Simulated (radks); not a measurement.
# The series with 47 electrons, Ag to Tb¹⁸⁺

Aim: how levels and radii change as the nucleus grows at a fixed number of electrons, all in [Kr] 4d10 5s1.

Program: radks (a radial shooting solver on a logarithmic mesh, Libxc functionals) version 1. Level of theory: Dirac Kohn-Sham, PBE, spin-unpolarised, spherical densities, point nucleus. These are calculated values, not measurements, unless marked.

## Step 1: What is computed

```
electrons     : 47
ions          : Ag, Cd⁺, In²⁺, Sn³⁺, Sb⁴⁺, Te⁵⁺, I⁶⁺, Xe⁷⁺, Cs⁸⁺, Ba⁹⁺, La¹⁰⁺, Ce¹¹⁺, Pr¹²⁺, Nd¹³⁺, Pm¹⁴⁺, Sm¹⁵⁺, Eu¹⁶⁺, Gd¹⁷⁺, Tb¹⁸⁺
configuration : [Kr] 4d10 5s1
```

Outer shells as boxes (Hund's rule):

[Kr] 4d10 5s1
```
[Kr] core
4d [↑↓][↑↓][↑↓][↑↓][↑↓]
5s [↑ ]
```

## Step 2: Ag

Input:

```text
Z 47
configuration [Kr] 4d10 5s1
relativity Dirac
functional pbe,pbe
spin unpolarised
j_filling average
nucleus point
c 137.035999084
```

## Step 3: Cd⁺

Settings, as their differences from step 2:

```diff
@@ -1,3 +1,3 @@
-Z 47
-configuration [Kr] 4d10 5s1
+Z 48
+configuration [Kr] 4d10 5s1 5p0 6s0
 relativity Dirac
```

## Step 4: In²⁺

Settings, as their differences from step 3:

```diff
@@ -1,2 +1,2 @@
-Z 48
+Z 49
 configuration [Kr] 4d10 5s1 5p0 6s0
```

## Step 5: Sn³⁺

Settings, as their differences from step 4:

```diff
@@ -1,2 +1,2 @@
-Z 49
+Z 50
 configuration [Kr] 4d10 5s1 5p0 6s0
```

## Step 6: Sb⁴⁺

Settings, as their differences from step 5:

```diff
@@ -1,2 +1,2 @@
-Z 50
+Z 51
 configuration [Kr] 4d10 5s1 5p0 6s0
```

## Step 7: Te⁵⁺

Settings, as their differences from step 6:

```diff
@@ -1,2 +1,2 @@
-Z 51
+Z 52
 configuration [Kr] 4d10 5s1 5p0 6s0
```

## Step 8: I⁶⁺

Settings, as their differences from step 7:

```diff
@@ -1,2 +1,2 @@
-Z 52
+Z 53
 configuration [Kr] 4d10 5s1 5p0 6s0
```

## Step 9: Xe⁷⁺

Settings, as their differences from step 8:

```diff
@@ -1,2 +1,2 @@
-Z 53
+Z 54
 configuration [Kr] 4d10 5s1 5p0 6s0
```

## Step 10: Cs⁸⁺

Settings, as their differences from step 9:

```diff
@@ -1,2 +1,2 @@
-Z 54
+Z 55
 configuration [Kr] 4d10 5s1 5p0 6s0
```

## Step 11: Ba⁹⁺

Settings, as their differences from step 10:

```diff
@@ -1,2 +1,2 @@
-Z 55
+Z 56
 configuration [Kr] 4d10 5s1 5p0 6s0
```

## Step 12: La¹⁰⁺

Settings, as their differences from step 11:

```diff
@@ -1,2 +1,2 @@
-Z 56
+Z 57
 configuration [Kr] 4d10 5s1 5p0 6s0
```

## Step 13: Ce¹¹⁺

Settings, as their differences from step 12:

```diff
@@ -1,2 +1,2 @@
-Z 57
+Z 58
 configuration [Kr] 4d10 5s1 5p0 6s0
```

## Step 14: Pr¹²⁺

Settings, as their differences from step 13:

```diff
@@ -1,2 +1,2 @@
-Z 58
+Z 59
 configuration [Kr] 4d10 5s1 5p0 6s0
```

## Step 15: Nd¹³⁺

Settings, as their differences from step 14:

```diff
@@ -1,2 +1,2 @@
-Z 59
+Z 60
 configuration [Kr] 4d10 5s1 5p0 6s0
```

## Step 16: Pm¹⁴⁺

Settings, as their differences from step 15:

```diff
@@ -1,2 +1,2 @@
-Z 60
+Z 61
 configuration [Kr] 4d10 5s1 5p0 6s0
```

## Step 17: Sm¹⁵⁺

Settings, as their differences from step 16:

```diff
@@ -1,2 +1,2 @@
-Z 61
+Z 62
 configuration [Kr] 4d10 5s1 5p0 6s0
```

## Step 18: Eu¹⁶⁺

Settings, as their differences from step 17:

```diff
@@ -1,2 +1,2 @@
-Z 62
+Z 63
 configuration [Kr] 4d10 5s1 5p0 6s0
```

## Step 19: Gd¹⁷⁺

Settings, as their differences from step 18:

```diff
@@ -1,2 +1,2 @@
-Z 63
+Z 64
 configuration [Kr] 4d10 5s1 5p0 6s0
```

## Step 20: Tb¹⁸⁺

Settings, as their differences from step 19:

```diff
@@ -1,2 +1,2 @@
-Z 64
+Z 65
 configuration [Kr] 4d10 5s1 5p0 6s0
```

Before running it: what results should come out? Wanted: for each run, ion; E; ε(4p1/2); ε(4p3/2); ε(4d3/2); ε(4d5/2); ε(5s1/2); <r>(5s1/2).

The runs gave:

```csv
ion,E (hartree),ε(4p1/2) (eV),ε(4p3/2) (eV),ε(4d3/2) (eV),ε(4d5/2) (eV),ε(5s1/2) (eV),<r>(5s1/2) (bohr)
Ag,-5317.24063,-62.044,-56.960,-7.782,-7.226,-4.406,3.166
Cd⁺,-5595.69438,-79.799,-73.982,-20.932,-20.228,-13.057,2.651
In²⁺,-5882.31012,-100.74,-94.092,-37.046,-36.173,-23.668,2.342
Sn³⁺,-6177.09694,-124.37,-116.79,-55.685,-54.622,-35.953,2.121
Sb⁴⁺,-6480.07733,-150.44,-141.83,-76.620,-75.346,-49.772,1.951
Te⁵⁺,-6791.28192,-178.81,-169.04,-99.714,-98.204,-65.037,1.814
I⁶⁺,-7110.74717,-209.37,-198.33,-124.88,-123.10,-81.695,1.699
Xe⁷⁺,-7438.51402,-242.07,-229.64,-152.04,-149.98,-99.707,1.600
Cs⁸⁺,-7774.6272,-276.87,-262.91,-181.17,-178.79,-119.05,1.515
Ba⁹⁺,-8119.1346,-313.73,-298.11,-212.21,-209.49,-139.70,1.439
La¹⁰⁺,-8472.0874,-352.65,-335.21,-245.16,-242.05,-161.64,1.372
Ce¹¹⁺,-8833.5395,-393.60,-374.19,-279.98,-276.46,-184.87,1.312
Pr¹²⁺,-9203.5476,-436.59,-415.03,-316.66,-312.69,-209.38,1.257
Nd¹³⁺,-9582.1711,-481.60,-457.73,-355.19,-350.73,-235.16,1.207
Pm¹⁴⁺,-9969.4721,-528.64,-502.27,-395.56,-390.57,-262.21,1.161
Sm¹⁵⁺,-10365.5156,-577.70,-548.64,-437.76,-432.19,-290.53,1.119
Eu¹⁶⁺,-10770.3691,-628.80,-596.84,-481.78,-475.60,-320.12,1.080
Gd¹⁷⁺,-11184.1032,-681.95,-646.86,-527.62,-520.77,-350.99,1.044
Tb¹⁸⁺,-11606.7911,-737.14,-698.70,-575.27,-567.71,-383.13,1.010
```

**Reading.** From Ag to Tb¹⁸⁺ the 5s1/2 level deepens by a factor 87.0 and shrinks by a factor 3.14. The order of these tabulated levels, which need not hold every outer shell, does not change along the series. The configuration is held, so it need not be the ground state of every ion.
